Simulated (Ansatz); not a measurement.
# ScZn: how the settings move a single-point run

Aim: see which settings change the result for ScZn, by how much, and at what cost.

Program: Ansatz 0.2.0. Level of theory: reference: DFT, PBEsol, all-electron LAPW, scalar-relativistic. These are calculated values, not measurements.

1 further run of the same task is left out (it didn't finish).

### Step 1. Starting point

It takes space group Pm-3m (No. 221, cubic). Conventional cell: a = 3.044 Å, b = 3.044 Å, c = 3.044 Å, α = 90.00°, β = 90.00°, γ = 90.00°. Sc (site symmetry m-3m) is surrounded by 8 Zn at 2.64 Å. Zn (site symmetry m-3m) is surrounded by 8 Sc at 2.64 Å.

Coordinates:

```
Sc Zn
1.0
     3.04368    0.00000    0.00000
     0.00000    3.04368    0.00000
     0.00000    0.00000    3.04368
Sc Zn
1 1
Direct
  0.00000 0.00000 0.00000
  0.50000 0.50000 0.50000
```

### Step 2. Reference

The input, input.yaml:

```yaml
crystal:
  lattice:
    - [3.043676993, 0.0, 0.0]
    - [0.0, 3.043676993, 0.0]
    - [0.0, 0.0, 3.043676993]
  atoms:
    - { symbol: Sc, position: [0.0, 0.0, 0.0] }
    - { symbol: Zn, position: [0.5, 0.5, 0.5] }
kpoints:
  mp_grid: { grid: [11, 11, 11] }
  band_path:
    path:
      - [0.0, 0.0, 0.0]
      - [0.0, 0.5, 0.0]
      - [0.5, 0.5, 0.0]
      - [0.0, 0.0, 0.0]
      - [0.5, 0.5, 0.5]
      - [0.0, 0.5, 0.0]
      - [0.5, 0.5, 0.5]
      - [0.5, 0.5, 0.0]
    npoints: 6
scf:
  occupations: { method: fermi_dirac, width: 0.05 }
hamiltonian:
  xc: pbesol
  pseudopotentials: { kind: all_electron, lapw: { basis_error: 0.001 } }
output:
  forces: true
  stress: true
  eigenvalues: true
  populations: true
```

Started as:

```bash
$ ansatz run input.yaml --threads 1 --pin off --max-ram 2048MiB --backend cpu --events-out ev --progress --plain --runs-dir out
```

### Step 3. Changed: xc lda

Changes to input.yaml since step 2:

```diff
@@ -24,3 +24,3 @@
 hamiltonian:
-  xc: pbesol
+  xc: lda
   pseudopotentials: { kind: all_electron, lapw: { basis_error: 0.001 } }
```

**Question.** What will these runs give? Wanted: for each run, ending; energy change; pressure; gap; force.

As calculated:

| run | ending | energy change | pressure (GPa) | gap (eV) | force (eV/Å) | cycles | time |
| --- | --- | --- | --- | --- | --- | --- | --- |
| reference | converged | - | 33.7 | 0.00 | 0.00 | 8 | 17 s |
| 1: xc lda | converged | not comparable | 28.3 | 0.00 | 0.00 | 7 | 16 s |

Residual by cycle in the longest SCF loop of each run; runs are numbered as in the table. The quantity is the density residual dr2, in eV.

| cycle | reference | run 1 |
| --- | --- | --- |
| 1 | 0.118 | 0.0982 |
| 2 | 0.121 | 0.119 |
| 3 | 0.00971 | 0.00867 |
| 4 | 6.2e-4 | 5.1e-4 |
| 5 | 3.4e-5 | 4.2e-6 |
| 6 | 5.4e-6 | 2.6e-6 |
| 7 | 1.0e-7 | 6.6e-9 |
| 8 | 6.8e-10 | - |

After a change of functional the difference of the totals has no physical meaning; the pressure goes from 33.7 to 28.3 GPa. At this fixed cell a lower pressure means that this functional prefers a smaller volume than the reference. The structure is not at rest: the sound run finds 34 GPa, so these are no properties of the relaxed crystal. 
